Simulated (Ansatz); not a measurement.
Consider a formation energy from the elements of Fe2Ge and its elements (Ansatz's Python interface).

The script, `formation_fe2ge.py`:
```python
from collections import Counter
import warnings

import ansatz as az
import numpy as np

PHASES = {
    'Fe2Ge': (
        [(4.163634, 0.0, 0.0), (-2.081817, 3.605813, 0.0), (0.0, 0.0, 2.626466)],
        [
            ('Fe', (2 / 3, 1 / 3, 0.5)),
            ('Fe', (1 / 3, 2 / 3, 0.5)),
            ('Ge', (0.0, 0.0, 0.0)),
        ],
    ),
    'Fe': (
        [(-1.443, 1.443, 1.443), (1.443, -1.443, 1.443), (1.443, 1.443, -1.443)],
        [
            ('Fe', (0.0, 0.0, 0.0)),
        ],
    ),
    'Ge': (
        [(0.0, 2.82891, 2.82891), (2.82891, 0.0, 2.82891), (2.82891, 2.82891, 0.0)],
        [
            ('Ge', (0.0, 0.0, 0.0)),
            ('Ge', (0.25, 0.25, 0.25)),
        ],
    ),
}
MOMENTS = {'Fe': 3.5}  # parallel starting moments in muB


def build(vectors, sites):
    crystal = az.Crystal(lattice=az.Lattice.of(vectors))
    for symbol, position in sites:
        crystal = crystal.atom(symbol, position)
    return crystal

POLARISED = {'Fe2Ge', 'Fe'}


def run_phase(name, crystal):
    calc = crystal.calculation()
    calc = calc.basis(19 * az.Ha)
    calc = calc.functional(az.Functional.PBESOL).kpoints(spacing=0.3)
    calc = calc.occupations('fermi_dirac', width=0.05)
    calc = calc.stress()
    if name in POLARISED:
        calc = calc.spin('collinear')
    calc = calc.relax(force_tolerance=0.02, cell=True)
    return calc.run()


def counts(outcome):
    return Counter(site.symbol for site in outcome.lattice.sites)

def formation_energy(outcome, mu):
    n = counts(outcome)
    return (outcome.report['energy_sigma0_ev'] - sum(k * mu[element] for element, k in n.items())) / sum(n.values())


def volume_per_atom(outcome):
    return abs(np.linalg.det(outcome.lattice.cell_ang)) / len(outcome.lattice.sites)

warnings.simplefilter('ignore')

phases = {name: build(*cell) for name, cell in PHASES.items()}
for name in ['Fe2Ge', 'Fe']:
    phases[name] = phases[name].moments({e: m for e, m in MOMENTS.items() if e in phases[name].species()})

done = {name: run_phase(name, crystal) for name, crystal in phases.items()}

references = {'Fe': 'Fe', 'Ge': 'Ge'}
mu = {element: done[name].report['energy_sigma0_ev'] / len(done[name].lattice.sites) for element, name in references.items()}

target = done['Fe2Ge']
heat = formation_energy(target, mu)
for element, value in mu.items():
    print(f'mu({element}) = {value:.4f} eV from {references[element]}, {volume_per_atom(done[references[element]]):.2f} A^3/atom')
print(f'formation energy of Fe2Ge: {heat:.4f} eV/atom = {96.4853 * heat:.1f} kJ/mol of atoms')
```

Is Fe2Ge bound against its elements at this level, and by how much?

The formation energy is +0.209 eV an atom (+20.2 kJ per mole of atoms), so Fe2Ge lies above the reference phases.

What the script printed:

Running `python formation_fe2ge.py` prints:
```text
mu(Fe) = -4448.8427 eV from Fe, 10.92 A^3/atom
mu(Ge) = -4253.4868 eV from Ge, 22.87 A^3/atom
formation energy of Fe2Ge: 0.2095 eV/atom = 20.2 kJ/mol of atoms
```

Reading the output:
- Absolute energies stand on the zero of these potentials, so only differences at equal settings mean something.
- Other magnetic orders than the one started from may lie lower.
- For the metals among these phases the mesh is modest: differences between phases can be off by up to 40 meV an atom.
- The cells come from databases of deposited and of computed structures, and not all need be stable phases.
- The compound is the structure given, not necessarily its lowest; energies are at zero temperature, with no correction for gases. Magnetic phases start from parallel moments and may not end in their lowest magnetic state. A semilocal functional's error on such energies is often 0.05 to 0.1 eV an atom, and 0.1 to 0.3 eV against gases such as O2 or F2.
- Finished in 36 s on 1 thread of Intel(R) Xeon(R) 6975P-C (Granite Rapids), with other jobs on the host, peak memory 0.52 GiB.
